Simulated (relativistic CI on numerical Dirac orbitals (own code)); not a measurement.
# Cr: the cost of one run

Program: relativistic CI on numerical Dirac orbitals (own code) version 3. Level of theory: charge-transfer multiplet model of a cubic metal-ligand cluster with up to 2 ligand holes, Slater and spin-orbit integrals from Dirac-Coulomb-Breit ions, Slater integrals scaled by 0.8. These are calculated values, not measurements, unless marked.

### 1 The system

* ion: Cr³⁺ (Cr IV)
* nuclear charge: 24
* electrons: 21
* d electrons: 3
* ligand holes at most: 2
* parameters: in eV; Veg, Vt2g hoppings, tenDq and tenDqL metal and ligand splittings (negative tenDq: tetrahedral), red the scaling of hopping with a core hole
* temperature: 20 K
* widths: Lorentz 1.4 eV, Gauss 0.8 eV

### 2 Udd = 5.5 eV

Settings of the run:

```ini
cluster ion=Cr3+ d3 ligand_holes=2 slater_scale=0.8
Delta=5.7 Udd=5.5 Upd=6.7 tenDq=1.3 tenDqL=0.2 Veg=2.85 Vt2g=-1.36 red=1
spectrum xps 3s T=20 lorentz=1.4 gauss=0.8
```

Launch:

```sh
$ python run_levels.py task.json out
```

One command runs all members of the session, one after another, from task.json.

Q: Estimate wall time and peak memory on 1 thread of Intel Xeon Platinum 8259CL at 2.50GHz, shared host.

About 7.3 s, with a peak of 0.23 GiB.
